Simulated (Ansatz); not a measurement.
# SiAsH3S (SMILES [SiH2]1S[AsH]1): functionals against CCSD(T) at one geometry

Aim: energy, forces and dipole at a structure displaced at random from a GFN2-xTB minimum, from CCSD(T) and from density functionals.

Method: single points in def2-TZVPP; program: Ansatz 0.2.0, Gaussian basis.

Correlated methods freeze the cores. Filled d shells of the heavier atoms are correlated.

## (1) The starting structure

6 atoms, charge 0, spin multiplicity 1.

Atoms are counted from 1 here; the program's logs count them from 0.

Bond lengths: Si1–S2 2.138 Å, Si1–As3 2.273 Å, Si1–H4 1.469 Å, Si1–H5 1.461 Å, S2–As3 2.265 Å, As3–H6 1.533 Å. Angles: S2–Si1–As3 61.7°, S2–Si1–H4 112.9°, S2–Si1–H5 111.0°, As3–Si1–H4 119.8°, As3–Si1–H5 123.5°, H4–Si1–H5 114.1°, Si1–S2–As3 62.1°, Si1–As3–S2 56.2°, Si1–As3–H6 93.5°, S2–As3–H6 96.6°.

As a file:

```
Si   -0.5387    0.1118   -0.5343
S     1.0840   -1.2703   -0.3648
As    0.1937   -0.4405    1.5450
H    -1.7620   -0.5037   -1.0658
H    -0.1243    1.3218   -1.2401
H     1.1113    0.7834    1.6495
```

## (2) CCSD(T)/def2-TZVPP

run/in.yaml

```yaml
crystal:
  periodic: [false, false, false]
  atoms:
    - {symbol: Si, position_ang: [-0.538700, 0.111800, -0.534300]}
    - {symbol: S, position_ang: [1.084000, -1.270300, -0.364800]}
    - {symbol: As, position_ang: [0.193700, -0.440500, 1.545000]}
    - {symbol: H, position_ang: [-1.762000, -0.503700, -1.065800]}
    - {symbol: H, position_ang: [-0.124300, 1.321800, -1.240100]}
    - {symbol: H, position_ang: [1.111300, 0.783400, 1.649500]}
basis:
  gaussian: {orbitals: def2-TZVPP}
correlation: {method: ccsd_t}
output: {forces: true}
```

No record of the launch command was kept for these runs.

## (3) PBE0-D4/def2-TZVPP

Changes to run/in.yaml since step 2:

```diff
@@ -11,3 +11,3 @@
   gaussian: {orbitals: def2-TZVPP}
-correlation: {method: ccsd_t}
-output: {forces: true}
+hamiltonian: {xc: pbe0, dispersion: d4}
+output: {forces: true, orbitals: {seedname: orbitals}}
```

## (4) wB97M-V/def2-TZVPP

Changes to run/in.yaml since step 3:

```diff
@@ -11,3 +11,3 @@
   gaussian: {orbitals: def2-TZVPP}
-hamiltonian: {xc: pbe0, dispersion: d4}
-output: {forces: true, orbitals: {seedname: orbitals}}
+hamiltonian: {xc: {name: wB97M-V}}
+output: {forces: true}
```

## (5) r2SCAN-D4/def2-TZVPP

Changes to run/in.yaml since step 4:

```diff
@@ -11,3 +11,3 @@
   gaussian: {orbitals: def2-TZVPP}
-hamiltonian: {xc: {name: wB97M-V}}
+hamiltonian: {xc: r2scan, dispersion: d4}
 output: {forces: true}
```

## (6) PBE-D4/def2-TZVPP

Changes to run/in.yaml since step 5:

```diff
@@ -11,3 +11,3 @@
   gaussian: {orbitals: def2-TZVPP}
-hamiltonian: {xc: r2scan, dispersion: d4}
+hamiltonian: {xc: pbe, dispersion: d4}
 output: {forces: true}
```

## (7) LC-wPBE/def2-TZVPP

Changes to run/in.yaml since step 6:

```diff
@@ -11,3 +11,3 @@
   gaussian: {orbitals: def2-TZVPP}
-hamiltonian: {xc: pbe, dispersion: d4}
+hamiltonian: {xc: {name: LC-wPBE}}
 output: {forces: true}
```

## (8) CAM-B3LYP-D4/def2-TZVPP

Changes to run/in.yaml since step 7:

```diff
@@ -11,3 +11,3 @@
   gaussian: {orbitals: def2-TZVPP}
-hamiltonian: {xc: {name: LC-wPBE}}
+hamiltonian: {xc: {name: CAM-B3LYP}, dispersion: d4}
 output: {forces: true}
```

(Steps that only read results are left out.)

Q: Predict the outcome of this session. Wanted: energy less free atoms, CCSD(T)/def2-TZVPP; RMS force component; RMS force error; HOMO and LUMO, PBE0-D4; T1 diagnostic.

As calculated:

```
                                  quantity                                                                                                value
energy less free atoms, CCSD(T)/def2-TZVPP                                                                                      -376.9 kcal/mol
                       RMS force component                                                                 0.325 to 0.408 eV/Å over the methods
                           RMS force error  PBE0-D4 0.129, wB97M-V 0.108, r2SCAN-D4 0.095, PBE-D4 0.170, LC-wPBE 0.321, CAM-B3LYP-D4 0.108 eV/Å
                    HOMO and LUMO, PBE0-D4                                                                                   -6.97 and -0.99 eV
                             T1 diagnostic                                                                                                0.013
```

Against CCSD(T) the functionals' energies less atoms differ by -21.3 to -3.9 kcal/mol, PBE-D4 by -21.3 kcal/mol. A larger basis would deepen the CCSD(T) value, while the functionals are nearly converged already, so the order here is not reliable. On forces the order runs from r2SCAN-D4 to LC-wPBE. Frozen-core CCSD(T) forces in triple zeta carry basis errors of their own, and this is one geometry, so small gaps rank nothing.
